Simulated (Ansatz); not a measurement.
# C2H7AlBF: up Jacob's ladder to CCSD(T)

How much do the methods differ for C2H7AlBF? The plan is to run it at one geometry with functionals of several rungs and with coupled cluster. The yardstick is the atomisation energy at the CCSD(T) limit.

Method: functionals in def2-TZVPP, the program's frozen cores in correlated methods; program: Ansatz 0.2.0, Gaussian basis.

Plan: PBE-D4, r2SCAN-D4, PBE0-D4, B3LYP-D4, ωB97X-V, ωB97M-V, B2PLYP; CCSD(T)/def2-TZVPP; MP2/def2-QZVPP; extrapolation to the limit.

### Step 1. The relaxed structure

The geometry comes from an earlier relaxation with PBE0-D4 in a triple-zeta def2 set; it is a stationary point, not always the lowest conformer.

SMILES `[CH3][AlH][B](C)F`, 12 atoms, charge 0, spin multiplicity 1.

Atoms are counted from 1 here; the program's logs count them from 0.

Bond lengths: C1–Al2 1.960 Å, C1–H6 1.092 Å, C1–H7 1.096 Å, C1–H8 1.096 Å, Al2–B3 2.170 Å, Al2–H9 1.599 Å, B3–C4 1.565 Å, B3–F5 1.341 Å, C4–H10 1.094 Å, C4–H11 1.095 Å, C4–H12 1.099 Å. Angles: Al2–C1–H6 114.1°, Al2–C1–H7 110.3°, Al2–C1–H8 110.3°, H6–C1–H7 107.9°, H6–C1–H8 107.9°, H7–C1–H8 106.0°, C1–Al2–B3 123.2°, C1–Al2–H9 117.0°, B3–Al2–H9 119.8°, Al2–B3–C4 126.2°, Al2–B3–F5 117.2°, C4–B3–F5 116.5°, B3–C4–H10 113.6°, B3–C4–H11 111.6°, B3–C4–H12 108.5°, H10–C4–H11 109.2°, H10–C4–H12 108.1°, H11–C4–H12 105.3°.

### Step 2. PBE-D4 (GGA)

Input file in.yaml:

```yaml
crystal:
  periodic: [false, false, false]
  atoms:
    - {symbol: C, position_ang: [-1.978504, -0.667373, 1.182375]}
    - {symbol: Al, position_ang: [-0.572675, 0.653192, 0.836587]}
    - {symbol: B, position_ang: [1.327002, 0.151853, -0.085613]}
    - {symbol: C, position_ang: [1.641862, 0.163354, -1.618292]}
    - {symbol: F, position_ang: [2.324111, -0.225996, 0.728355]}
    - {symbol: H, position_ang: [-1.712868, -1.686548, 0.893408]}
    - {symbol: H, position_ang: [-2.896138, -0.393900, 0.649017]}
    - {symbol: H, position_ang: [-2.238375, -0.676331, 2.246923]}
    - {symbol: H, position_ang: [-0.883590, 2.168451, 1.242259]}
    - {symbol: H, position_ang: [2.700098, 0.012273, -1.848964]}
    - {symbol: H, position_ang: [1.297142, 1.087458, -2.093802]}
    - {symbol: H, position_ang: [1.068934, -0.641633, -2.098353]}
basis:
  gaussian: {orbitals: def2-TZVPP}
hamiltonian: {xc: pbe, dispersion: d4}
output: {forces: true, orbitals: {seedname: orbitals}}
```

The run is started by

```console
ansatz run in.yaml --threads 4 --pin off --events-out ev --progress --plain --max-ram 10444MiB
```

Further steps of the session: r2SCAN-D4 (meta-GGA); PBE0-D4 (hybrid); B3LYP-D4 (hybrid); ωB97X-V (range-separated); ωB97M-V (range-separated); B2PLYP (double hybrid); CCSD(T) in def2-TZVPP; MP2 in def2-QZVPP.

Q: Predict the results of all the runs planned. Wanted: atomisation energy, CCSD(T)/CBS; farthest; mean size of error, hybrid; mean size of error, range-separated; gap, smallest and largest; T1 diagnostic; triples share of the correlation energy.

As calculated:

| quantity | value |
| --- | --- |
| atomisation energy, CCSD(T)/CBS | 1046.0 kcal/mol |
| functionals within 5.2 kcal/mol (0.5 %) | PBE0-D4, B3LYP-D4, ωB97X-V, ωB97M-V |
| farthest | PBE-D4 (+15.9 kcal/mol) |
| mean size of error, hybrid | 3.1 kcal/mol |
| mean size of error, range-separated | 4.6 kcal/mol |
| gap, smallest and largest | 3.57 eV (PBE-D4), 9.77 eV (ωB97X-V) |
| T1 diagnostic | 0.0120 |
| triples share of the correlation energy | 3.3 % |

**Reading.** PBE-D4 misses by +15.9 kcal/mol. Double hybrids carry the basis error of their MP2 part in triple zeta, and no dispersion term here, so their miss is partly the set-up's. The reference freezes the cores and leaves out relativity and excitations past (T), so misses under about 5.2 kcal/mol can't be ranked. Hartree-Fock recovers 77 % of the binding; the rest is correlation. Orbital gaps span 3.6 to 9.8 eV; exact exchange widens them.
